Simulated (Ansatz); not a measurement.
Here is an Ansatz input file for Ta, space group Fm-3m. Write the same calculation for the Python package.

```yaml
crystal:
  lattice:
    - [0.0, 2.11, 2.11]
    - [2.11, 0.0, 2.11]
    - [2.11, 2.11, 0.0]
  atoms:
    - { symbol: Ta, position: [0.0, 0.0, 0.0] }
basis:
  ecutwfc: 600.0
kpoints:
  mp_grid: { grid: [12, 12, 12] }
hamiltonian:
  xc: r2scan
  dispersion: d4
scf:
  occupations: { method: fermi_dirac, width: 0.1 }
relax:
  f_tol: 0.01
  cell: {}
```

Launched from the shell:
```console
$ ansatz run input.yaml --threads 1 --pin off --max-ram 3072MiB --backend cpu --events-out ev --progress --plain --runs-dir out
Engine: ansatz 0.2.0, aarch64-unknown-linux-gnu
Pseudopotentials: kind: paw
Pseudopotential: Ta, paw, valence charge 13, recommended cutoff 500 eV (meta_gga), Ta.paw.azcp
Functional definition: r2SCAN
  parameter k0 = 0.174
  parameter k1 = 0.065
  parameter a1 = 4.9479
  exchange = r2scan_x(k0 = k0, k1 = k1, a1 = a1)
  correlation = r2scan_c
Crystal: 1 atoms, lattice volume = 18.788 Å³
Basis set: ecut = 600 eV, 609 PW (Γ), exchange–correlation on 96×96×96 points (64 copies of the dense FFT grid, shifted against one another)
Bands: 11, of which v1, the nominal top of the filled ones, is band 7 counted from 1 (6 counted from 0)
Symmetry: 48 space group operations
Space group: Fm-3m (ITA 225), of the structure as read, at distance tolerance 2.7e-5 Å
k-points: 72 of 1728
Non-local potential: Ta, projectors of the file, l = 0: 3, l = 1: 2, l = 2: 2, l = 3: 1
PAW form: soft (Blöchl's): semilocal exchange-correlation on the pseudo side does not see the compensation charge
PAW frozen core: Ta, regenerated for the run's functional (the file was generated under x = pbe(κ = 0.804, μ = 0.2195149727645171), c = pbe(β = 0.06672455060314922))
PAW one-centre angular grid: Ta, 590 points (default); XC on 160 Gauss nodes
Initial density: superposition of atomic densities (neutral atoms: chi_scale 0, normalization atom), corrected by the library's trained network
Initial wavefunctions: pseudopotential atomic-orbital guess
Functional: x = r2scan, c = r2scan; τ floored in thin density (d = 2e-4 eV/Å³)
SCF iter   1: F=—  HF=-9944.171877 eV  |F-HF|=—  |Δ(HF+E_count)|=         —  Δρ=6.84e-3  dr2=2.53e-3  dr2_τ=1.40e-2  ethr=1.77e-3  ⟨swp⟩=5.7  Hψ=4829  notcnv=0
preconditioner: auto → none  [metal: Δε(μ)=0.088 eV  Ē_g=8.268 eV  σ=0.100 eV  W_gap=0.22  n_scr=0 (ndim 8)  ℏωp=19.2 eV  f_vac=0.000  D(μ)=1.09/eV (n_scr^D=14)]
SCF iter   2: F=—  HF=-9944.189411 eV  |F-HF|=—  |Δ(HF+E_count)|=   1.75e-2  Δρ=4.24e-3  dr2=1.11e-3  dr2_τ=2.89e-4  ethr=1.94e-5  ⟨swp⟩=2.5  Hψ=1997  notcnv=0
SCF iter   3: F=—  HF=-9944.190406 eV  |F-HF|=—  |Δ(HF+E_count)|=   9.95e-4  Δρ=1.20e-3  dr2=1.24e-4  dr2_τ=3.19e-5  ethr=8.52e-6  ⟨swp⟩=2.0  Hψ=1178  notcnv=0
SCF iter   4: F=—  HF=-9944.190495 eV  |F-HF|=—  |Δ(HF+E_count)|=   8.89e-5  Δρ=3.40e-4  dr2=9.52e-6  dr2_τ=1.73e-6  ethr=9.53e-7  ⟨swp⟩=2.0  Hψ=1180  notcnv=0
SCF iter   5: F=—  HF=-9944.190498 eV  |F-HF|=—  |Δ(HF+E_count)|=   3.10e-6  Δρ=1.05e-4  dr2=9.21e-7  dr2_τ=1.40e-7  ethr=7.32e-8  ⟨swp⟩=1.9  Hψ=1064  notcnv=0
SCF iter   6: F=-9944.190498 eV  HF=-9944.190498 eV  |F-HF|=1.67e-9  |Δ(HF+E_count)|=   4.53e-7  Δρ=6.83e-6  dr2=3.60e-9  dr2_τ=3.06e-10  ethr=7.69e-10  ⟨swp⟩=3.0  Hψ=3035  notcnv=0
SCF 1 converged in 6 iterations: F = -9944.190498 eV  dr2 = 3.60e-9
  greatest PAW one-centre occupation: 0.998 electrons in one spin orbital (limit 2), on the Ta atom at site 0 (counted from 0), in its partial waves of l = 0
relax step   1: F+E_penalty+E_count = -9944.19049830 eV  Δ(F+E_penalty+E_count) = +0.000e0 eV  max|allowed force component| = 0.000e0 eV/Å  Δτ_max = 0.0000 Å  P = -2.330 GPa  Ω = 18.788 Å³  (6 SCF iters, dr2 threshold 1.00e-7 eV, accepted)
Crystal: 1 atoms, lattice volume = 17.950 Å³
Initial density: handed on by an earlier stage of this run
Initial wavefunctions: those handed on with the density
iter 1 solved again at ethr=5.71e-6 eV; its pass at ethr=3.10e-3 eV (dr2=7.42e-4 eV) is discarded
SCF iter   1: F=—  HF=-9944.145041 eV  |F-HF|=—  |Δ(HF+E_count)|=         —  Δρ=2.09e-3  dr2=7.30e-4  dr2_τ=2.41e-2  ethr=5.71e-6  ⟨swp⟩=1.6  Hψ=5828  notcnv=0
preconditioner: auto → none  [metal: Δε(μ)=0.044 eV  Ē_g=8.638 eV  σ=0.100 eV  W_gap=0.11  n_scr=0 (ndim 8)  ℏωp=19.6 eV  f_vac=0.000  D(μ)=0.99/eV (n_scr^D=14)]
SCF iter   2: F=—  HF=-9944.178836 eV  |F-HF|=—  |Δ(HF+E_count)|=   3.38e-2  Δρ=9.59e-4  dr2=6.16e-5  dr2_τ=3.54e-5  ethr=5.61e-6  ⟨swp⟩=2.3  Hψ=1619  notcnv=0
SCF iter   3: F=—  HF=-9944.178996 eV  |F-HF|=—  |Δ(HF+E_count)|=   1.61e-4  Δρ=5.42e-4  dr2=1.94e-5  dr2_τ=3.76e-6  ethr=4.74e-7  ⟨swp⟩=3.0  Hψ=1234  notcnv=0
SCF iter   4: F=-9944.179036 eV  HF=-9944.179036 eV  |F-HF|=2.91e-8  |Δ(HF+E_count)|=   4.01e-5  Δρ=1.19e-5  dr2=1.60e-8  dr2_τ=2.27e-8  ethr=7.69e-10  ⟨swp⟩=3.9  Hψ=3462  notcnv=0
SCF 2 converged in 4 iterations: F = -9944.179036 eV  dr2 = 1.60e-8
relax step   2: F+E_penalty+E_count = -9944.17903638 eV  Δ(F+E_penalty+E_count) = +1.146e-2 eV  max|allowed force component| = 0.000e0 eV/Å  Δτ_max = 0.0000 Å  P = +7.171 GPa  Ω = 17.950 Å³  energy of the carried Pulay correction = +3.149e-4 eV  (4 SCF iters, dr2 threshold 1.00e-7 eV, rejected (line search))
Crystal: 1 atoms, lattice volume = 18.575 Å³
iter 1 solved again at ethr=3.86e-6 eV; its pass at ethr=3.10e-3 eV (dr2=5.02e-4 eV) is discarded
SCF iter   1: F=—  HF=-9944.171276 eV  |F-HF|=—  |Δ(HF+E_count)|=         —  Δρ=1.51e-3  dr2=3.95e-4  dr2_τ=1.41e-2  ethr=3.86e-6  ⟨swp⟩=2.1  Hψ=5848  notcnv=0
preconditioner: auto → none  [metal: Δε(μ)=0.061 eV  Ē_g=8.342 eV  σ=0.100 eV  W_gap=0.15  n_scr=0 (ndim 8)  ℏωp=19.3 eV  f_vac=0.000  D(μ)=1.08/eV (n_scr^D=14)]
SCF iter   2: F=—  HF=-9944.192099 eV  |F-HF|=—  |Δ(HF+E_count)|=   2.08e-2  Δρ=7.37e-4  dr2=3.78e-5  dr2_τ=1.44e-5  ethr=3.04e-6  ⟨swp⟩=2.0  Hψ=1586  notcnv=0
SCF iter   3: F=—  HF=-9944.192186 eV  |F-HF|=—  |Δ(HF+E_count)|=   8.77e-5  Δρ=3.89e-4  dr2=1.03e-5  dr2_τ=2.18e-6  ethr=2.91e-7  ⟨swp⟩=2.6  Hψ=1140  notcnv=0
SCF iter   4: F=—  HF=-9944.192207 eV  |F-HF|=—  |Δ(HF+E_count)|=   2.10e-5  Δρ=3.15e-5  dr2=9.27e-8  dr2_τ=5.42e-8  ethr=7.94e-8  ⟨swp⟩=2.9  Hψ=1221  notcnv=0
SCF iter   5: F=—  HF=-9944.192206 eV  |F-HF|=—  |Δ(HF+E_count)|=   9.51e-7  Δρ=1.10e-5  dr2=1.33e-8  dr2_τ=9.05e-10  ethr=7.13e-10  ⟨swp⟩=2.2  Hψ=1153  notcnv=0
SCF iter   6: F=—  HF=-9944.192206 eV  |F-HF|=—  |Δ(HF+E_count)|=   8.08e-9  Δρ=1.67e-6  dr2=2.39e-10  dr2_τ=4.82e-11  ethr=1.02e-10  ⟨swp⟩=2.7  Hψ=1217  notcnv=0
SCF iter   7: F=-9944.192206 eV  HF=-9944.192206 eV  |F-HF|=5.46e-12  |Δ(HF+E_count)|=  2.78e-10  Δρ=2.63e-7  dr2=5.38e-12  dr2_τ=1.69e-12  ethr=1.00e-12  ⟨swp⟩=3.8  Hψ=3504  notcnv=0
SCF 3 converged in 7 iterations: F = -9944.192206 eV  dr2 = 5.38e-12
relax step   3: F+E_penalty+E_count = -9944.19220631 eV  Δ(F+E_penalty+E_count) = -1.708e-3 eV  max|allowed force component| = 0.000e0 eV/Å  Δτ_max = 0.0000 Å  P = -0.106 GPa  Ω = 18.575 Å³  energy of the carried Pulay correction = +7.859e-5 eV  (7 SCF iters, accepted)
Crystal: 1 atoms, lattice volume = 18.565 Å³
iter 1 solved again at ethr=1.05e-9 eV; its pass at ethr=3.10e-3 eV (dr2=1.37e-7 eV) is discarded
SCF iter   1: F=—  HF=-9944.192208 eV  |F-HF|=—  |Δ(HF+E_count)|=         —  Δρ=2.41e-5  dr2=1.02e-7  dr2_τ=3.42e-6  ethr=1.05e-9  ⟨swp⟩=2.3  Hψ=5521  notcnv=0
preconditioner: auto → none  [metal: Δε(μ)=0.087 eV  Ē_g=8.357 eV  σ=0.100 eV  W_gap=0.21  n_scr=0 (ndim 8)  ℏωp=19.3 eV  f_vac=0.000  D(μ)=1.07/eV (n_scr^D=14)]
SCF iter   2: F=-9944.192213 eV  HF=-9944.192213 eV  |F-HF|=2.53e-8  |Δ(HF+E_count)|=   5.03e-6  Δρ=1.14e-5  dr2=9.24e-9  dr2_τ=4.34e-9  ethr=2.16e-10  ⟨swp⟩=3.5  Hψ=3136  notcnv=0
SCF 4 converged in 2 iterations: F = -9944.192213 eV  dr2 = 9.24e-9
relax step   4: F+E_penalty+E_count = -9944.19221330 eV  Δ(F+E_penalty+E_count) = -6.988e-6 eV  max|allowed force component| = 0.000e0 eV/Å  Δτ_max = 0.0000 Å  P = +0.003 GPa  Ω = 18.565 Å³  energy of the carried Pulay correction = +8.231e-5 eV  (2 SCF iters, dr2 threshold 2.81e-8 eV, accepted)
Initial wavefunctions: pseudopotential atomic-orbital guess (no wavefunctions were taken with the density)
iter 1 solved again at ethr=1.84e-8 eV; its pass at ethr=3.10e-3 eV (dr2=2.39e-6 eV) is discarded
SCF iter   1: F=—  HF=-9944.192136 eV  |F-HF|=—  |Δ(HF+E_count)|=         —  Δρ=2.70e-5  dr2=1.73e-8  dr2_τ=1.91e-7  ethr=1.84e-8  ⟨swp⟩=3.4  Hψ=7179  notcnv=0
preconditioner: auto → none  [metal: Δε(μ)=0.086 eV  Ē_g=8.357 eV  σ=0.100 eV  W_gap=0.21  n_scr=0 (ndim 8)  ℏωp=19.3 eV  f_vac=0.000  D(μ)=1.07/eV (n_scr^D=14)]
SCF iter   2: F=—  HF=-9944.192136 eV  |F-HF|=—  |Δ(HF+E_count)|=   2.29e-7  Δρ=1.38e-5  dr2=4.78e-9  dr2_τ=7.92e-9  ethr=1.33e-10  ⟨swp⟩=2.4  Hψ=1164  notcnv=0
SCF iter   3: F=-9944.192136 eV  HF=-9944.192136 eV  |F-HF|=3.82e-11  |Δ(HF+E_count)|=   1.31e-8  Δρ=3.51e-7  dr2=5.10e-12  dr2_τ=5.87e-12  ethr=1.00e-12  ⟨swp⟩=5.1  Hψ=3957  notcnv=0
SCF 5 converged in 3 iterations: F = -9944.192136 eV  dr2 = 5.10e-12
relax step   5: F+E_penalty+E_count = -9944.19213637 eV  Δ(F+E_penalty+E_count) = +7.693e-5 eV  max|allowed force component| = 0.000e0 eV/Å  Δτ_max = 0.0000 Å  P = +0.002 GPa  Ω = 18.565 Å³  stress off target by 2.13e-3 GPa  SCF on the basis re-selected at this cell (its energy is not comparable with the rows above)  (3 SCF iters)
basis re-selected at this cell: Δ(F+E_penalty+E_count) = +7.693e-5 eV, ΔP = -0.001 GPa vs the last step (what re-selecting the basis moved, of the pressure what is left beyond the Pulay correction that the steps carried, after the strain that the cell walked since its last selection, with what the two solves' SCF thresholds leave and, on support functions, any second-order correction that the steps lacked; it is no measure of the basis error at this ecutwfc). This SCF's stress stands 2.13e-3 GPa from its target on what of the cell is left free (relax.cell.stress_tol is 5.00e-2 GPa) and its largest allowed force component is 0.00e0 eV/Å (relax.f_tol is 1.00e-2 eV/Å): within both
SCF converged after 3 iterations
Free energy (F): -9944.192136 eV
Harris-Foulkes:  -9944.192136 eV  (|F-HF|=3.82e-11)
Internal energy: -9944.156088 eV  (E = F + TS)
E sigma→0 (E₀):  -9944.174112 eV
Entropy (-TS):   -0.036048 eV (-36.048 meV/atom)
Fermi energy:    18.249609 eV
--- Per-component energies (eV) ---
  E_band       = -124.899288
  E_kinetic    = 366.098117
  E_local      = -564.502070  (includes V_loc(G=0)·N_el)
  E_nonlocal   = 14.384521
  E_hartree    = 194.786797
  E_xc         = -204.127036
  E_vxc        = -221.526354  (∫ρ·V_xc dr)
  E_paw        = -8422.709218  (= ΣΔE_a)
  E_vpaw       = -120.041278  (= ΣTr[D̂ρ^β])
  E_aug_tail   = 0.000022  (compensation charges beyond the density's cutoff)
  E_vtau       = 11.114135  (kinetic-family band-sum trace: ∫τ·v_τ [+ j·A + Jᵃ·Aᵃ] dr)
  E_ewald      = -1327.235730
  E_disp       = -0.095209  (pairwise vdW)
  E_core_change = -0.756280  (= ΣΔE_core)
  E_smearing   = -0.036048  (= −TS)
  E_closure    = 0.000000  (closes the sum)
  Σ components = -9944.192136   (vs F -9944.192136, Δ=0.00e0)
--- Forces (eV/Å), atoms counted from 1 ---
  atom   1  Ta     0.00000000    -0.00000000     0.00000000
  max |Σ_I F_I| component: 8.63e-32 eV/Å
--- Stress (GPa, compression-positive) ---
        0.002131       0.000000      -0.000000
       -0.000000       0.002131       0.000000
       -0.000000       0.000000       0.002131
  P = ⅓ Tr σ = 0.0021 GPa (0.021 kbar)
--- Relaxed structure (4 steps of the walk, 3 accepted, 1 SCFs on fresh bases) ---
  F+E_penalty+E_count = -9944.19213637 eV   max|allowed force component| = 0.000e0 eV/Å   (the final SCF, on the basis selected at the relaxed cell)
  cell:  # Å, volume = 18.5652 Å³
    - [-9.07613143359527e-35, 2.1016322481889023, 2.1016322481889023]
    - [2.1016322481889023, 5.33421759693757e-35, 2.1016322481889023]
    - [2.1016322481889023, 2.1016322481889023, -1.1066511133945109e-34]
  atoms:
    - { symbol: Ta, position: [0.0, 0.0, 0.0] }
```

`vcrelax_ta.py`:
```python
"""Relax cell and ions of Ta."""

import ansatz as az
from ase import Atoms
from ase.data import atomic_numbers
from ase.neighborlist import neighbor_list
import numpy as np
import spglib

def edges_and_angles(cell):
    cell = np.asarray(cell)
    a, b, c = np.linalg.norm(cell, axis=1)
    cosines = cell[1] @ cell[2] / (b * c), cell[0] @ cell[2] / (a * c), cell[0] @ cell[1] / (a * b)
    return (a, b, c, *np.degrees(np.arccos(cosines)))

atoms = Atoms(
    ["Ta"],
    scaled_positions=[
        [0.0, 0.0, 0.0],
    ],
    cell=[
        [0.0, 2.11, 2.11],
        [2.11, 0.0, 2.11],
        [2.11, 2.11, 0.0],
    ],
    pbc=True,
)
xtal = az.Crystal.from_ase(atoms)

# every cell quantity that the symmetry leaves free
job = (
    xtal.calculation()
    .functional("r2scan", dispersion="D4")
    .basis(600)
    .kpoints(12)
    .occupations("fermi_dirac", width=0.1)
    .relax(force_tolerance=0.01, cell=True)
)
steps = []


def follow(event):
    if event["event"] != "relax_step":
        return
    row = event["data"]
    steps.append(row)
    print(f"step {row['step']:3d}  E = {row['lagrangian_ev']:.5f} eV  largest force component = {row['allowed_force_max_ev_ang']:.4f} eV/A  P = {row['pressure_gpa']:.3f} GPa")


res = job.session().plan(threads=1).execute(on_event=follow)
data = res.report

first, last = steps[0], steps[-1]
symbols = [site.symbol for site in res.lattice.sites]
print(f"energy gained {first['lagrangian_ev'] - last['lagrangian_ev']:.4f} eV in {len(steps) - 1} steps")
for label, vectors in (("before", first["cell_ang"]), ("after", res.lattice.cell_ang)):
    print(label, "a b c (A) {:.4f} {:.4f} {:.4f}  angles {:.2f} {:.2f} {:.2f}".format(*edges_and_angles(vectors)), f" V = {abs(np.linalg.det(vectors)):.3f} A^3")
print("final stress xx yy zz (GPa, compression positive):", np.round(np.diag(data["stress_gpa"]), 3) + 0.0)

change = np.array(last["positions_ang"]) @ np.linalg.inv(last["cell_ang"]) - np.array(first["positions_ang"]) @ np.linalg.inv(first["cell_ang"])
moved = np.linalg.norm(change @ np.array(last["cell_ang"]), axis=1)
print("displacement within the cell, strain taken out (A):", " ".join(f"{s}:{d:.3f}" for s, d in zip(symbols, moved)))

final = Atoms(symbols, positions=last["positions_ang"], cell=res.lattice.cell_ang, pbc=True)
i, j, d = neighbor_list("ijd", final, 4.5)
print("neighbours within 1.15 times the shortest distance of each atom (A)")
for atom in range(len(final)):
    near = [m for m in np.argsort(d) if i[m] == atom]
    shell = [m for m in near if d[m] < 1.15 * d[near[0]]]
    print(f"{symbols[atom]}{atom} ({len(shell)}):", ", ".join(f"{symbols[j[m]]} {d[m]:.3f}" for m in shell))

print("%-22s %14.5f eV" % ("F = E - TS", data["free_energy_ev"]))
print("%-22s %14.5f eV" % ("E", data["internal_energy_ev"]))
print("%-22s %14.5f eV" % ("Harris-Foulkes", data["harris_foulkes_ev"]))
print("%-22s %14.5f eV" % ("Fermi level", data["fermi_energy_ev"]))

spg_cell = (res.lattice.cell_ang, [s.position_frac for s in res.lattice.sites], [atomic_numbers[s.symbol] for s in res.lattice.sites])
# space group as spglib finds it
for tolerance in (1e-5, 1e-3, 1e-1):
    print(f"symprec {tolerance:g} A: {spglib.get_spacegroup(spg_cell, symprec=tolerance)}")
print("operations used by the run:", data["n_symmetry_ops"])
```

```console
$ python vcrelax_ta.py
step   1  E = -9944.19050 eV  largest force component = 0.0000 eV/A  P = -2.330 GPa
step   2  E = -9944.17904 eV  largest force component = 0.0000 eV/A  P = 7.171 GPa
step   3  E = -9944.19221 eV  largest force component = 0.0000 eV/A  P = -0.106 GPa
step   4  E = -9944.19221 eV  largest force component = 0.0000 eV/A  P = 0.003 GPa
step   5  E = -9944.19214 eV  largest force component = 0.0000 eV/A  P = 0.002 GPa
energy gained 0.0016 eV in 4 steps
before a b c (A) 2.9840 2.9840 2.9840  angles 60.00 60.00 60.00  V = 18.788 A^3
after a b c (A) 2.9722 2.9722 2.9722  angles 60.00 60.00 60.00  V = 18.565 A^3
final stress xx yy zz (GPa, compression positive): [0.002 0.002 0.002]
displacement within the cell, strain taken out (A): Ta:0.000
neighbours within 1.15 times the shortest distance of each atom (A)
Ta0 (12): Ta 2.972, Ta 2.972, Ta 2.972, Ta 2.972, Ta 2.972, Ta 2.972, Ta 2.972, Ta 2.972, Ta 2.972, Ta 2.972, Ta 2.972, Ta 2.972
F = E - TS                -9944.19214 eV
E                         -9944.15609 eV
Harris-Foulkes            -9944.19214 eV
Fermi level                  18.24961 eV
symprec 1e-05 A: Fm-3m (225)
symprec 0.001 A: Fm-3m (225)
symprec 0.1 A: Fm-3m (225)
operations used by the run: 48
```

Total energies depend on the potentials; only differences at equal settings carry meaning. A total without «per atom» is that of the cell as typed. Dispersion corrections can be off by several per cent in the lattices of metals, and by several GPa in the pressure at a fixed cell. For a metal this k-point mesh is coarse: on a finer one energies can move by several to tens of meV an atom and pressures by half a GPa or more, differences at one mesh by less. The zero of the levels is a convention of the potentials, so an absolute Fermi energy is no work function. Energies along a relaxation are free energies. Rows at an unchanged volume are solved on a plane-wave basis chosen afresh for that cell, so the energy jumps there and such rows are no steps of the walk. Edges and angles are those of the cell as typed, here a primitive one, not of the conventional cell. Spin-orbit coupling, which matters for elements this heavy, is left out. This isn't the structure that Ta takes at ambient conditions. Wall time of the script: 10 s on 1 thread of Arm Neoverse V2, with other jobs on the host, peak memory 0.46 GiB.

(Lines on the test bed's own set-up are left out of the output.)
